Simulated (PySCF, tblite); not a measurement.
**C₇H₁₁N+ (doublet): geometry, infrared bands and EPR parameters**

What infrared bands and EPR parameters should C₇H₁₁N+ (doublet) (`CC1=C[C@@]2([NH2+])C[C@H]2C1`) show?

Computed with tblite 0.8.0 and PySCF 2.14.0, with density-fitted response routines of our own, on a single molecule in the gas phase. Atoms are numbered from 0 throughout.

**1. The molecule as given**

19 atoms, charge 1, multiplicity 2; geometry from: force field or distance geometry start.

Bonds of the start (Å): C0–C1 1.50, C1–C2 1.31, C2–C3 1.46, C3–N4 1.43, C3–C5 1.50, C5–C6 1.51, C6–C7 1.51, C7–C1 1.49, C6–C3 1.51, C0–H8 1.11, C0–H9 1.11, C0–H10 1.13, C2–H11 1.10, N4–H12 1.04, N4–H13 1.03, C5–H14 1.09, C5–H15 1.11, C6–H16 1.09, C7–H17 1.08, C7–H18 1.12.

**2. Relaxing the molecule with GFN2-xTB**

The job: settings as JSON, then the geometry in Å.

```
{"job": {"kind": "relax", "xc": "GFN2-xTB", "basis": "xTB"}, "charge": 1, "multiplicity": 2}
C      2.578900     0.534400    -0.552100
C      1.153500     0.183400    -0.227000
C      0.107200     0.801700    -0.712600
C     -1.167600     0.263200    -0.234100
N     -2.234700     1.189200    -0.021100
C     -1.529900    -1.195800    -0.303200
C     -0.722000    -0.675400     0.859100
C      0.757600    -0.907200     0.709500
H      3.151500    -0.311200    -0.977900
H      3.045500     0.954500     0.360200
H      2.602500     1.382300    -1.296400
H      0.149500     1.646100    -1.421800
H     -3.182600     0.769900    -0.119100
H     -2.093200     1.971600    -0.681000
H     -1.036100    -1.735900    -1.104900
H     -2.542100    -1.531000     0.010300
H     -1.182100    -0.524800     1.840900
H      1.275800    -0.902700     1.662600
H      0.858500    -1.902900     0.216200
```

Command:

```sh
$ OMP_NUM_THREADS=1 python probes_run.py task.json out
```

The driver reads the jobs from task.json and runs them one after another.

**Question.** This job is followed by: GFN2-xTB harmonic vibrations, gas phase; UKS B3LYP, pcH-1 on C H N, non-relativistic, mean-field spin-orbit, GIAO. Predict these results of the whole session: strongest single infrared mode (GFN2-xTB); zero-point energy (GFN2-xTB); g(iso) (B3LYP); ⟨S²⟩; largest a(iso) (averaged by class).

**Answer**, as computed:

```
                                 quantity                  value
strongest single infrared mode (GFN2-xTB)  1583 cm⁻¹, 293 km/mol
             zero-point energy (GFN2-xTB)         100.5 kcal/mol
                           g(iso) (B3LYP)                2.00341
                                     ⟨S²⟩     0.755 (exact 0.75)
       largest a(iso) (averaged by class)    13C on C6, 33.2 MHz
```

What this shows: Relaxing lowered the energy by 0.728 eV in 64 steps; the close pair that moved most is C3–C6, from 1.508 to 1.601 Å. All 51 modes are real, so the xTB geometry is a minimum. The strongest single mode, at 1583 cm⁻¹, moves mainly C1 and C2. GFN2-xTB is a fitted tight-binding method: band positions and strengths are rough. Its intensities can rank the bands wrongly. The largest share of the spin, 0.36 e, sits on N4. The isotropic g lies 1.1 ppt above the free-electron value. The conformer search found further structures of the same energy, which may be mirror or relabelled copies of this one.
